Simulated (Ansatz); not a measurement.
# SiGeH6 (singlet): from Hartree-Fock to the top rungs at a displaced geometry (v1), cc-pVDZ

The task here is to estimate one member of a computed series from the others.

The runs use Ansatz 0.2.0, Gaussian basis; cc-pVDZ, core rule «outside noble gas», up to 19 orbitals frozen.

To be run: UHF; CCSD(T) on RHF; BCCD(T) on RHF; CISD; CCSDT(Q) on RHF; CASSCF and NEVPT2, 8 electrons in 8 orbitals.

11 further runs of the same task are left out: 1 for a mislabelled method, 4 that didn't finish, 6 set aside as unsound or not needed.

## The geometry

The geometry is a PBE0/def2-TZVP stationary point (not a proven minimum) with its atoms shifted at random (size 0.040 Å). No spin-orbit coupling is included. The filled d shell of Ge may be among the frozen orbitals whatever the setting's name suggests; the logs give the count.

8 atoms, charge 0, spin multiplicity 1.

Atoms are counted from 1 here; the program's logs count them from 0.

Bond lengths: Si1–Ge2 2.379 Å, Si1–H3 1.513 Å, Si1–H4 1.497 Å, Si1–H5 1.585 Å, Ge2–H6 1.527 Å, Ge2–H7 1.557 Å, Ge2–H8 1.554 Å. Angles: Ge2–Si1–H3 108.3°, Ge2–Si1–H4 112.3°, Ge2–Si1–H5 112.2°, H3–Si1–H4 111.6°, H3–Si1–H5 105.9°, H4–Si1–H5 106.5°, Si1–Ge2–H6 109.8°, Si1–Ge2–H7 110.4°, Si1–Ge2–H8 112.4°, H6–Ge2–H7 111.7°, H6–Ge2–H8 107.0°, H7–Ge2–H8 105.4°.

Coordinates:

| atom | x (Å) | y (Å) | z (Å) |
| --- | --- | --- | --- |
| Si1 | -1.6856 | 0.0050 | 0.0109 |
| Ge2 | 0.6929 | -0.0031 | -0.0018 |
| H3 | -2.1553 | 1.4423 | -0.0408 |
| H4 | -2.2502 | -0.7158 | 1.1952 |
| H5 | -2.2941 | -0.6965 | -1.2740 |
| H6 | 1.2062 | -1.4410 | -0.0311 |
| H7 | 1.2454 | 0.7799 | 1.2257 |
| H8 | 1.2821 | 0.7148 | -1.2481 |

The first run:

The input, in.yaml:

```yaml
crystal:
  periodic: [false, false, false]
  atoms:
    - {symbol: Si, position_ang: [-1.685594, 0.005034, 0.010857]}
    - {symbol: Ge, position_ang: [0.692873, -0.003108, -0.001795]}
    - {symbol: H, position_ang: [-2.155256, 1.442340, -0.040794]}
    - {symbol: H, position_ang: [-2.250228, -0.715815, 1.195175]}
    - {symbol: H, position_ang: [-2.294146, -0.696534, -1.274027]}
    - {symbol: H, position_ang: [1.206157, -1.440960, -0.031101]}
    - {symbol: H, position_ang: [1.245446, 0.779907, 1.225686]}
    - {symbol: H, position_ang: [1.282058, 0.714797, -1.248118]}
basis:
  gaussian: {orbitals: cc-pVDZ}
magnetization: {spin_polarized: true, initial_magnetization: 0}
hamiltonian: {xc: hf}
output: {orbitals: {seedname: orbitals}}
```

Command:

```console
> ansatz run in.yaml --threads 1 --pin off --events-out ev --progress --plain --max-ram 2393MiB
```

Steps of the session up to this table: UHF; CCSD(T) on RHF; BCCD(T) on RHF; CISD; CCSDT(Q) on RHF; CASSCF and NEVPT2, 8 electrons in 8 orbitals.

One table of the session follows, with a row left open; its other results are not shown here.

It belongs to the step «Misses and costs». 

| method | from RCCSDT(Q) (kcal/mol) |
| --- | --- |
| RHF | +168.44 |
| RMP2 | +36.57 |
| CISD | +20.75 |
| RCCSD | +4.62 |
| RCCSD(T) | +0.88 |
| BCCD(T) | ? |
| RCCSDT | +0.13 |
| RCCSDT(Q) | 0 |
| CASSCF frontier | +131.66 |
| NEVPT2 frontier | +36.21 |

Q: Estimate the row for BCCD(T) from the others.

As computed: from RCCSDT(Q) (kcal/mol): +0.86. In the column «from RCCSDT(Q) (kcal/mol)» it lies between RCCSDT (+0.13) and RCCSD(T) (+0.88).
